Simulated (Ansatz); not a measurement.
# Cs2AgBiBr6: the cost of one run

Program: Ansatz 0.2.0. Level of theory: DFT PBEsol, scalar-relativistic, plane waves, PAW, and further levels as typed in the inputs. These are calculated values, not measurements.

## 1. The system as given

Symmetry: Fm-3m, No. 225, cubic system. The conventional cell has a = 11.255 Å, b = 11.255 Å, c = 11.255 Å, α = 90.00°, β = 90.00°, γ = 90.00°. Cs (site symmetry -43m) is surrounded by 12 Br at 3.98 Å. Ag (site symmetry m-3m) has 6 Br at 2.81 Å as nearest neighbours. Bi (site symmetry m-3m) is surrounded by 6 Br at 2.81 Å. Br (site symmetry 4mm) has 1 Ag at 2.81 Å and 1 Bi at 2.81 Å and 4 Cs at 3.98 Å as nearest neighbours.

As a file:

```xyz
40
Lattice="11.2550 0.0000 0.0000 0.0000 11.2550 0.0000 0.0000 0.0000 11.2550" Properties=species:S:1:pos:R:3 pbc="T T T"
Cs    2.8138    2.8138    2.8138
Cs    2.8138    8.4413    8.4413
Cs    8.4413    2.8138    8.4413
Cs    8.4413    8.4413    2.8138
Cs    8.4413    8.4413    8.4413
Cs    8.4413    2.8138    2.8138
Cs    2.8138    8.4413    2.8138
Cs    2.8138    2.8138    8.4413
Ag    0.0000    0.0000    0.0000
Ag    0.0000    5.6275    5.6275
Ag    5.6275    0.0000    5.6275
Ag    5.6275    5.6275    0.0000
Bi    5.6275    5.6275    5.6275
Bi    5.6275    0.0000    0.0000
Bi    0.0000    5.6275    0.0000
Bi    0.0000    0.0000    5.6275
Br    2.8138    0.0000    0.0000
Br    2.8138    5.6275    5.6275
Br    8.4413    0.0000    5.6275
Br    8.4413    5.6275    0.0000
Br    8.4413    0.0000    0.0000
Br    8.4413    5.6275    5.6275
Br    2.8138    0.0000    5.6275
Br    2.8138    5.6275    0.0000
Br    0.0000    2.8138    0.0000
Br    0.0000    8.4413    5.6275
Br    5.6275    2.8138    5.6275
Br    5.6275    8.4413    0.0000
Br    0.0000    8.4413    0.0000
Br    0.0000    2.8138    5.6275
Br    5.6275    8.4413    5.6275
Br    5.6275    2.8138    0.0000
Br    0.0000    0.0000    2.8138
Br    0.0000    5.6275    8.4413
Br    5.6275    0.0000    8.4413
Br    5.6275    5.6275    2.8138
Br    0.0000    0.0000    8.4413
Br    0.0000    5.6275    2.8138
Br    5.6275    0.0000    2.8138
Br    5.6275    5.6275    8.4413
```

## 2. Relaxing cell and atoms: Cs2AgBiBr6, no spin

Contents of input.yaml:

```yaml
crystal:
  lattice:
    - [11.255, 0.0, 0.0]
    - [0.0, 11.255, 0.0]
    - [0.0, 0.0, 11.255]
  atoms:
    - { symbol: Cs, position: [0.25, 0.25, 0.25] }
    - { symbol: Cs, position: [0.25, 0.75, 0.75] }
    - { symbol: Cs, position: [0.75, 0.25, 0.75] }
    - { symbol: Cs, position: [0.75, 0.75, 0.25] }
    - { symbol: Cs, position: [0.75, 0.75, 0.75] }
    - { symbol: Cs, position: [0.75, 0.25, 0.25] }
    - { symbol: Cs, position: [0.25, 0.75, 0.25] }
    - { symbol: Cs, position: [0.25, 0.25, 0.75] }
    - { symbol: Ag, position: [0.0, 0.0, 0.0] }
    - { symbol: Ag, position: [0.0, 0.5, 0.5] }
    - { symbol: Ag, position: [0.5, 0.0, 0.5] }
    - { symbol: Ag, position: [0.5, 0.5, 0.0] }
    - { symbol: Bi, position: [0.5, 0.5, 0.5] }
    - { symbol: Bi, position: [0.5, 0.0, 0.0] }
    - { symbol: Bi, position: [0.0, 0.5, 0.0] }
    - { symbol: Bi, position: [0.0, 0.0, 0.5] }
    - { symbol: Br, position: [0.25, 0.0, 0.0] }
    - { symbol: Br, position: [0.25, 0.5, 0.5] }
    - { symbol: Br, position: [0.75, 0.0, 0.5] }
    - { symbol: Br, position: [0.75, 0.5, 0.0] }
    - { symbol: Br, position: [0.75, 0.0, 0.0] }
    - { symbol: Br, position: [0.75, 0.5, 0.5] }
    - { symbol: Br, position: [0.25, 0.0, 0.5] }
    - { symbol: Br, position: [0.25, 0.5, 0.0] }
    - { symbol: Br, position: [0.0, 0.25, 0.0] }
    - { symbol: Br, position: [0.0, 0.75, 0.5] }
    - { symbol: Br, position: [0.5, 0.25, 0.5] }
    - { symbol: Br, position: [0.5, 0.75, 0.0] }
    - { symbol: Br, position: [0.0, 0.75, 0.0] }
    - { symbol: Br, position: [0.0, 0.25, 0.5] }
    - { symbol: Br, position: [0.5, 0.75, 0.5] }
    - { symbol: Br, position: [0.5, 0.25, 0.0] }
    - { symbol: Br, position: [0.0, 0.0, 0.25] }
    - { symbol: Br, position: [0.0, 0.5, 0.75] }
    - { symbol: Br, position: [0.5, 0.0, 0.75] }
    - { symbol: Br, position: [0.5, 0.5, 0.25] }
    - { symbol: Br, position: [0.0, 0.0, 0.75] }
    - { symbol: Br, position: [0.0, 0.5, 0.25] }
    - { symbol: Br, position: [0.5, 0.0, 0.25] }
    - { symbol: Br, position: [0.5, 0.5, 0.75] }
scf:
  occupations: { method: fixed }
output:
  forces: true
  stress: true
  eigenvalues: true
  write_density: true
  write_potential: true
  elf: true
  volumetric_format: npy
hamiltonian:
  xc: pbesol
relax:
  f_tol: 0.005
  max_steps: 60
  cell: { stress_tol: 0.03 }
kpoints:
  mp_grid: { grid: [2, 2, 2] }
```

Command:

```console
> ansatz run input.yaml --threads 8 --pin off --max-ram 40960MiB --backend cpu --events-out ev --progress --plain --runs-dir out
```

Q: Estimate wall time and peak memory on 8 threads of Intel Xeon Platinum 8488C (Sapphire Rapids), shared host.

About 66 s, with a peak of 6 GiB.
